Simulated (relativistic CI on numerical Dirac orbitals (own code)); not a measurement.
# Ba XXVII (Ba²⁶⁺): levels and lines

What are the lowest levels and the strongest lines of Ba²⁶⁺? One CI run answers it; runs with one setting changed show what the result hangs on.

Method: Dirac-Coulomb-Breit CI, KLI orbitals optimised for each configuration, model QED (radiative potential, 1s self-energy scaled to tabulated hydrogen-like ionisation energies). Code: relativistic CI on numerical Dirac orbitals (own code) version 4.

## (1) The system

- ion: Ba²⁶⁺ (Ba XXVII)
- nuclear charge: 56
- electrons: 30
- isotope: A = 138
- first configuration typed: [Ar] 3d10 4s2

The outer shells:

first configuration typed
```
[Ar] core
3d [↑↓][↑↓][↑↓][↑↓][↑↓]
4s [↑↓]
```

## (2) The main run

Input settings:

```ini
atom Ba  Z=56  charge=26  electrons=30
nucleus A=138  rms_radius_fm=4.8378
hamiltonian dirac-coulomb  breit=on  qed=on  c_scale=1
orbitals kli  potential=per-configuration
slater_scale 1
correlation none
mixing on
configurations
  [Ar] 3d10 4s2
  [Ar] 3d10 4s 4p
  [Ar] 3d10 4p2
  [Ar] 3d10 4s 4d
  [Ar] 3d10 4d2
  [Ar] 3d10 4s 4f
  [Ar] 3d10 4p 4d
  [Ar] 3d10 4f2
  [Ar] 3d10 4p 4f
  [Ar] 3d10 4d 4f
  [Ar] 3d10 4s 5s
  [Ar] 3d10 4s 5p
  [Ar] 3d10 4s 5d
  [Ar] 3d10 4s 5f
  [Ar] 3d10 4s 5g
  [Ar] 3d10 4s 6s
  [Ar] 3d10 4s 6p
  [Ar] 3d10 4s 6d
  [Ar] 3d10 4s 6f
  [Ar] 3d10 4s 7s
  [Ar] 3d9 4s2 4p
  [Ar] 3d9 4s2 4d
  [Ar] 3d9 4s2 4f
  [Ar] 3d9 4s2 5s
  [Ar] 3d9 4s2 5p
  [Ar] 3d9 4s2 5d
end
```

The run is started by

```
$ python run_levels.py task.json out
```

One command runs all members of the session, one after another, from task.json.

## (3) Without configuration mixing

The settings differ from step 2 so:

```diff
@@ -6,3 +6,3 @@
 correlation none
-mixing on
+mixing off
 configurations
```

## (4) The first 3 configurations alone

Input settings:

```ini
atom Ba  Z=56  charge=26  electrons=30
nucleus A=138  rms_radius_fm=4.8378
hamiltonian dirac-coulomb  breit=on  qed=on  c_scale=1
orbitals kli  potential=per-configuration
slater_scale 1
correlation none
mixing on
configurations
  [Ar] 3d10 4s2
  [Ar] 3d10 4s 4p
  [Ar] 3d10 4p2
end
```

(Steps that only read results are left out.)

**Question.** What will these runs give? Wanted: lowest level; first excitation; lowest level of the other parity; fastest E1 line; ionisation energy.

**Answer**, as computed:

| run | time | mean size of shift, levels followed (cm⁻¹) | lowest level | ionisation energy (eV) |
| --- | --- | --- | --- | --- |
| main run | 1.2 s | 0 | 4s2 1S0 | 934.57 |
| without configuration mixing | 1.1 s | 10872 | 4s2 1S0 | - |
| the first 3 configurations alone | 0.072 s | 8811 | 4s2 1S0 | - |

The tabulated theoretical ionisation energy (NIST) is 935 eV.

| quantity | value |
| --- | --- |
| lowest level | 4s2 1S0 |
| first excitation | 4s 4p 3P°0, 398679 cm⁻¹ |
| lowest level of the other parity | 4s 4p 3P°0, 398679 cm⁻¹ |
| levels in the model | 202 |
| fastest E1 line (by rate) to the lowest level among the lowest 160 of 202 levels | 1.328 nm, from 3d9 4s2 4f 3D°1 |
| ionisation energy | 934.57 eV |
| ionisation energy, tabulated theoretical (NIST) | 935 eV |

**Reading.** The lowest level is 4s2 1S0, 99 % pure in LS and 99 % in jj coupling; over the low levels the means are 88 and 93 %, so both schemes do about equally well. The ionisation energy agrees with the tabulated theoretical value within its uncertainty of 4 eV. Of the changes tried, the run «without configuration mixing» moves the low levels most, by 10872 cm⁻¹ on average. Lifetimes count radiative decay inside the model alone.
